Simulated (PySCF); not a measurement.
# HfCl4: how tightly the ligands are held

What does it cost to pull a ligand from HfCl4? The species was built from a template and needn't be a known compound.

Computed with PySCF 2.14.0. Level: r2SCAN, Hf def2-SVP with ECP60, Cl def2-SVP; scalar-relativistic core potentials, no spin–orbit coupling.

2 further runs of the same task are left out: 2 for a known fault of the program.

## 1. The starting structure

5 atoms, charge 0, spin multiplicity 1.

Bond lengths: Hf1–Cl2 2.332 Å, Hf1–Cl3 2.332 Å, Hf1–Cl4 2.332 Å, Hf1–Cl5 2.332 Å. Angles: Cl2–Hf1–Cl3 109.5°, Cl2–Hf1–Cl4 109.5°, Cl2–Hf1–Cl5 109.5°, Cl3–Hf1–Cl4 109.5°, Cl3–Hf1–Cl5 109.5°, Cl4–Hf1–Cl5 109.5°.

Geometry (Å):

```xyz
5
Cl4Hf
Hf    0.00000    0.00000    0.00000
Cl    1.34633    1.34633    1.34633
Cl   -1.34633   -1.34633    1.34633
Cl    1.34633   -1.34633   -1.34633
Cl   -1.34633    1.34633   -1.34633
```

Formal oxidation states: Hf +4. An earlier session relaxed this geometry at r2SCAN, Hf def2-SVP with ECP60, Cl def2-SVP (singlet, point group Td).

## 2. Cl taken off

The ligand (atom 2) keeps its formal charge and a closed shell where it can; ligand and rest are solved at the complex's geometry, in vacuum, with the settings of the relaxation.

```
   part  charge    state   energy (Eh)
complex       0  singlet  -1888.482827
 ligand      -1  singlet   -460.051990
   rest       1  singlet  -1428.036530
```

Run time: 1.7 s. Hardware: 2 threads of Arm Neoverse V2, shared host.

## 3. Rigid scan of Cl

Atom 2 moves along the line from atom 1; the distance is to the donor, the donors' midpoint or the ring centre. Each point starts from the density of the one before.

```
distance (Å)  energy from the relaxed point (eV)
        2.03                               1.156
        2.13                               0.444
        2.23                               0.099
        2.33                               0.000
        2.43                               0.069
        2.53                               0.247
        2.73                               0.788
        3.03                               1.763
        3.43                               2.980
        3.93                               4.121
```

It took 20 s on 2 threads of Arm Neoverse V2, shared host.

## 4. Summary of results

| quantity | value |
| --- | --- |
| taking off Cl | 10.73 eV |
| stiffness of the Cl contact | 16.8 eV/Å² |

**Reading.** Taking off Cl as a fragment of charge -1 costs 10.73 eV, much of it the attraction of the two charges. Near 2.33 Å the Cl contact has a stiffness of about 16.8 eV/Å², and the energy stands 4.12 eV higher at 3.93 Å. The free anion is solved without diffuse functions, no counterpoise correction is made, and the parts aren't relaxed; each of these makes the binding look larger. The bases are small and lack diffuse functions. Spin–orbit coupling is left out.
